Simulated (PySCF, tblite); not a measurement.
# C5H13BOS2: geometry, infrared bands and NMR shifts

Wanted: the infrared bands and NMR shifts of C5H13BOS2 (`CSC[S@](=O)CB(C)C`), by calculation.

Programs: tblite 0.8.0 and PySCF 2.14.0, with density-fitted response routines of our own. Each step states its level of theory. These are calculated values for one molecule in the gas phase, unless marked as measured. Atoms are numbered from 0 throughout.

## 1. The starting structure

22 atoms, charge 0, multiplicity 1; geometry from: force field or distance geometry start.

Bonds of the start (Å): C0–S1 1.80, S1–C2 1.78, C2–S3 1.79, S3–O4 1.53, S3–C5 1.78, C5–B6 1.56, B6–C7 1.58, B6–C8 1.60, C0–H9 1.11, C0–H10 1.11, C0–H11 1.11, C2–H12 1.12, C2–H13 1.09, C5–H14 1.14, C5–H15 1.12, C7–H16 1.08, C7–H17 1.13, C7–H18 1.12, C8–H19 1.12, C8–H20 1.11, C8–H21 1.11.

## 2. Geometry optimisation with GFN2-xTB

The job: settings as JSON, then the geometry in Å.

```
{"job": {"kind": "relax", "xc": "GFN2-xTB", "basis": "xTB"}, "charge": 0, "multiplicity": 1}
C      4.335800    -0.132100     0.633400
S      3.195900    -0.661500    -0.657100
C      1.633200     0.180000    -0.698900
S      0.725500    -0.231800     0.783200
O      0.708700    -1.740100     1.008200
C     -0.877100     0.523400     0.896100
B     -1.869000     0.169000    -0.261300
C     -2.200400    -1.309900    -0.709600
C     -3.088700     1.188800    -0.427200
H      4.316700     0.950600     0.858900
H      5.359200    -0.351500     0.272500
H      4.228500    -0.675500     1.596800
H      1.050700    -0.282100    -1.540900
H      1.671900     1.248500    -0.903500
H     -0.799700     1.657000     0.905600
H     -1.344800     0.238500     1.872900
H     -1.349500    -1.902500    -1.018300
H     -2.864000    -1.223000    -1.621600
H     -2.827700    -1.869000     0.033100
H     -3.976100     0.776400     0.116100
H     -3.253600     1.288900    -1.516700
H     -2.785900     2.177100    -0.023300
```

Started as:

```bash
OMP_NUM_THREADS=1 python probes_run.py task.json out
```

One launch serves the whole session: the jobs run in the order shown.

**Question.** This job is followed by: GFN2-xTB harmonic vibrations, gas phase; GIAO PBE0/pcSseg-1 NMR shielding, non-relativistic, gas phase. Predict these results of the whole session: strongest single infrared mode (GFN2-xTB); zero-point energy (GFN2-xTB); 13C shifts against TMS (PBE0/pcSseg-1, means over atoms taken as alike); 1H shifts against TMS (PBE0/pcSseg-1, means over atoms taken as alike); 33S shifts against CS2 (PBE0/pcSseg-1); 17O shifts against H2O (PBE0/pcSseg-1); 11B shifts against BF3·OEt2 (PBE0/pcSseg-1).

As calculated:

| quantity | value |
| --- | --- |
| strongest single infrared mode (GFN2-xTB) | 1194 cm⁻¹, 229 km/mol |
| zero-point energy (GFN2-xTB) | 108.8 kcal/mol |
| 13C shifts against TMS (PBE0/pcSseg-1, means over atoms taken as alike) | 66.3, 53.8, 21.1, 17.5 ppm |
| 1H shifts against TMS (PBE0/pcSseg-1, means over atoms taken as alike) | 3.32, 3.12, 2.96, 2.15, 2.03, 1.21 ppm |
| 33S shifts against CS2 (PBE0/pcSseg-1) | 305, -58 ppm |
| 17O shifts against H2O (PBE0/pcSseg-1) | 64.6 ppm |
| 11B shifts against BF3·OEt2 (PBE0/pcSseg-1) | 84.8 ppm |

**Reading.** Relaxing lowered the energy by 1.856 eV in 185 steps; the close pair that moved most is S3–C5, from 1.775 to 1.865 Å. No mode is imaginary among the 60: a minimum at this level. The strongest single mode, at 1194 cm⁻¹, moves mainly B6. GFN2-xTB is a fitted tight-binding method: band positions and strengths are rough. Its intensities can rank the bands wrongly. At PBE0/pcSseg-1: The largest span, 443 ppm, is at O4, where the paramagnetic term is -128 ppm.
